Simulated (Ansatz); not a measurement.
# Ag13Ir3: the cost of one run

Method: DFT PBE, scalar-relativistic, plane waves, PAW, in Ansatz 0.2.0.

## (1) The starting structure

The cell holds 16 atoms (Ag13Ir3): a = 7.095 Å, b = 7.095 Å, c = 7.095 Å, α = 109.47°, β = 109.47°, γ = 109.47°.

The sites of an ideal fcc lattice, at a guessed lattice constant, take 3 Ir, 13 Ag (sublattices apart by semicolons), with a shake of 0.02 Å. Warren-Cowley parameters of the first shell (negative: unlike neighbours preferred): Ag-Ir -0.23. In a cell this small the draw can fall short of the order aimed at.

As a file:

```
Ag Ir
1.0
    -4.09611    4.09611   -4.09611
     4.09611    4.09611    4.09611
     4.09611   -4.09611   -4.09611
Ag Ir
13 3
Direct
  0.25279 0.99914 0.74256
  0.00891 0.25139 0.75069
  0.74663 0.50093 0.75082
  0.24925 0.25128 0.50441
  0.50633 0.75078 0.75597
  0.00237 0.50407 0.50046
  0.74853 0.99672 0.25023
  0.50140 0.24667 0.24886
  0.75795 0.75529 0.50508
  0.25174 0.50043 0.25013
  0.99997 0.75102 0.25331
  0.74817 0.25538 0.00448
  0.25011 0.74805 0.00033
  0.50326 0.00144 0.50317
  0.99580 0.99605 0.99643
  0.50710 0.50370 0.00351
```

## (2) Relaxing on a coarse mesh

A cheap relaxation: coarse mesh, no symmetry, loose thresholds.

The input, input.yaml:

```yaml
crystal:
  lattice:
    - [-4.09610974, 4.09610974, -4.09610974]
    - [4.09610974, 4.09610974, 4.09610974]
    - [4.09610974, -4.09610974, -4.09610974]
  atoms:
    - { symbol: Ag, position: [0.252787706, 0.9991416578, 0.7425571534] }
    - { symbol: Ag, position: [0.0089087153, 0.2513891923, 0.7506895357] }
    - { symbol: Ag, position: [0.7466254882, 0.5009265515, 0.7508184526] }
    - { symbol: Ag, position: [0.2492511994, 0.2512796538, 0.5044141664] }
    - { symbol: Ag, position: [0.5063334387, 0.7507780678, 0.7559691698] }
    - { symbol: Ag, position: [0.0023700035, 0.5040717511, 0.500459544] }
    - { symbol: Ag, position: [0.7485313816, 0.9967169892, 0.2502303716] }
    - { symbol: Ag, position: [0.5014032822, 0.2466729469, 0.2488635179] }
    - { symbol: Ag, position: [0.75794891, 0.7552931071, 0.505083382] }
    - { symbol: Ag, position: [0.2517373179, 0.5004341353, 0.2501253446] }
    - { symbol: Ag, position: [0.9999683105, 0.7510242035, 0.2533118792] }
    - { symbol: Ag, position: [0.7481746061, 0.2553804533, 0.0044836204] }
    - { symbol: Ag, position: [0.2501125572, 0.7480516371, 0.0003280742] }
    - { symbol: Ir, position: [0.5032642716, 0.0014374587, 0.5031697123] }
    - { symbol: Ir, position: [0.9957989982, 0.996053358, 0.9964335204] }
    - { symbol: Ir, position: [0.5070965626, 0.5037015821, 0.0035051832] }
  symmetry: { detect: false }
basis:
  ecutwfc: 420
kpoints:
  mp_grid: { grid: [2, 2, 2], shift: [0.5, 0.5, 0.5] }
hamiltonian:
  xc: pbe
scf:
  occupations: { method: gaussian, width: 0.1 }
  lower_state_search: "off"
output:
  forces: true
  stress: true
  eigenvalues: true
relax:
  adjacent_minimum: "off"
  f_tol: 0.04
  max_steps: 50
  cell: { stress_tol: 0.3 }
```

The run is started by

```
$ ansatz run input.yaml --threads 4 --pin off --max-ram 9216MiB --backend cpu --events-out ev --progress --plain --runs-dir out
```

What time and memory should one allow on 4 threads of Arm Neoverse V2, shared host?

About 6.3 min, with a peak of 1.2 GiB.
